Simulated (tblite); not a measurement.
# C2H6B2 (SMILES CC1BB1): GFN2-xTB

We compute a geometry optimisation of C2H6B2. 

Program for the calculation: tblite 0.8.0.

16 further runs of the same task are left out: 16 set aside as unsound or not needed.

**1. The molecule**

C2H6B2 has 10 atoms, charge 0, and is taken as a singlet. SMILES: `CC1BB1`. Geometry: relaxed at GFN2-xTB. The run starts from this shape.

Bond lengths: C1–C2 1.516 Å, C2–B3 1.549 Å, C2–B4 1.611 Å, B3–B4 1.522 Å, C1–H5 1.092 Å, C1–H6 1.091 Å, C1–H7 1.087 Å, C2–H8 1.092 Å, B3–H9 1.162 Å, B4–H10 1.162 Å. Some angles: C1–C2–B3 116.8°, C1–C2–B4 147.9°, B3–C2–B4 57.6°, C2–B3–B4 63.3°, C2–B4–B3 59.2°, C1–C2–H8 107.1°, B3–C2–H8 132.1°, B4–C2–H8 93.9°, C2–C1–H5 110.5°, C2–C1–H6 110.8°.

**2. A structure relaxation at GFN2-xTB**

molecule.xyz reads:

```xyz
10

C     -1.006020     0.801010    -0.120970
C     -0.022130    -0.350650    -0.172450
B      0.912240    -0.525420     1.050060
B      1.508120    -0.832650    -0.316360
H     -1.121030     1.249670    -1.109830
H     -1.990040     0.456000     0.201080
H     -0.673660     1.573180     0.568160
H     -0.392700    -1.057130    -0.918500
H      0.800800     0.010030     2.074860
H      1.984410    -1.324040    -1.256040
```

run.py reads:

```python
# GFN2-xTB geometry optimisation
import json
import numpy as np
from tblite.interface import Calculator
from tblite.interface import symbols_to_numbers
from scipy.optimize import minimize

symbols = list(map(str, np.loadtxt("molecule.xyz", skiprows=2, usecols=0, dtype=str, ndmin=1)))
numbers = np.array(symbols_to_numbers(symbols))
positions = np.loadtxt("molecule.xyz", skiprows=2, usecols=(1, 2, 3), ndmin=2) / 0.52917721

tb = Calculator("GFN2-xTB", numbers, positions, charge=0, uhf=0)
tb.set("verbosity", 0)
tb.set("accuracy", 0.01)
last, frames, energies, grads = [None], [], [], []

def fun(x):
    tb.update(x.reshape(-1, 3))
    last[0] = tb.singlepoint(last[0])
    return float(last[0].get('energy')), last[0].get('gradient').ravel()

def show(x):
    e, g = fun(x)
    frames.append(x.reshape(-1, 3).tolist())
    energies.append(e)
    grads.append(g.reshape(-1, 3).tolist())
    print(f"{len(energies) - 1:4d} {e:16.9f} {np.abs(g).max():12.3e} {np.linalg.norm(g):12.3e}")

print("step      energy/Eh       max grad     grad norm")
show(positions.ravel())
opt = minimize(fun, positions.ravel(), jac=True, method="BFGS", callback=show, options={"gtol": 3e-05, "maxiter": 500})
print("converged:", opt.success, "-", opt.message)
fun(opt.x)
sp = last[0]
final = opt.x.reshape(-1, 3)
print("final geometry (angstrom)")
for s, p in zip(symbols, final * 0.529177210903):
    print(f"{s:<2} {p[0]:12.6f} {p[1]:12.6f} {p[2]:12.6f}")
print(f"Energy: {sp.get('energy'):.8f} Eh")
eps = np.atleast_2d(sp.get("orbital-energies")) * 27.211386
occ = np.atleast_2d(sp.get("orbital-occupations"))
filled = occ.sum(axis=0) if eps.shape[0] == 1 else occ[0]
homo = np.nonzero(filled > 0.5)[0].max()
print(f"HOMO {eps[0, homo]:.4f} eV")
if homo + 1 < eps.shape[1]:
    print(f"LUMO {eps[0, homo + 1]:.4f} eV, gap {eps[0, homo + 1] - eps[0, homo]:.4f} eV")
mu = sp.get("dipole") * 2.541746
print(f"|mu|: {np.linalg.norm(mu):.4f} D, components " + " ".join(f"{c:.4f}" for c in mu))
q = sp.get("charges")
print("Charges:", " ".join(f"{s}{i + 1}={c:+.4f}" for i, (s, c) in enumerate(zip(symbols, q))))
out = {k: np.asarray(sp.get(k)).tolist() for k in ("energy", "gradient", "charges", "dipole", "orbital-energies", "orbital-occupations")}
out.update(symbols=symbols, positions=(positions * 0.529177210903).tolist(), final=final.tolist(), frames=frames, step_energies=energies, grads=grads, success=bool(opt.success))
json.dump(out, open("results.json", "w"))
```

Started as:

```
$ python run.py
```

What values should one expect? Wanted: total energy at the end; dipole moment; HOMO energy; LUMO energy; HOMO–LUMO gap.

**Answer.** As computed:

Level: GFN2-xTB.

```
               quantity        value
total energy at the end  -9.70573 Eh
          dipole moment       1.50 D
            HOMO energy     -9.39 eV
            LUMO energy     -6.74 eV
          HOMO–LUMO gap      2.66 eV
```

What this shows: At the final geometry: Bond lengths: C1–C2 1.515 Å, C2–B3 1.547 Å, C2–B4 1.613 Å, B3–B4 1.522 Å, C1–H5 1.092 Å, C1–H6 1.091 Å, C1–H7 1.087 Å, C2–H8 1.093 Å, B3–H9 1.162 Å, B4–H10 1.162 Å. Some angles: C1–C2–B3 117.2°, C1–C2–B4 148.4°, B3–C2–B4 57.5°, C2–B3–B4 63.4°, C2–B4–B3 59.1°, C1–C2–H8 107.1°, B3–C2–H8 131.9°, B4–C2–H8 93.2°, C2–C1–H5 110.5°, C2–C1–H6 110.7°. The optimisation took 45 steps and changed the energy by -0.000 eV.
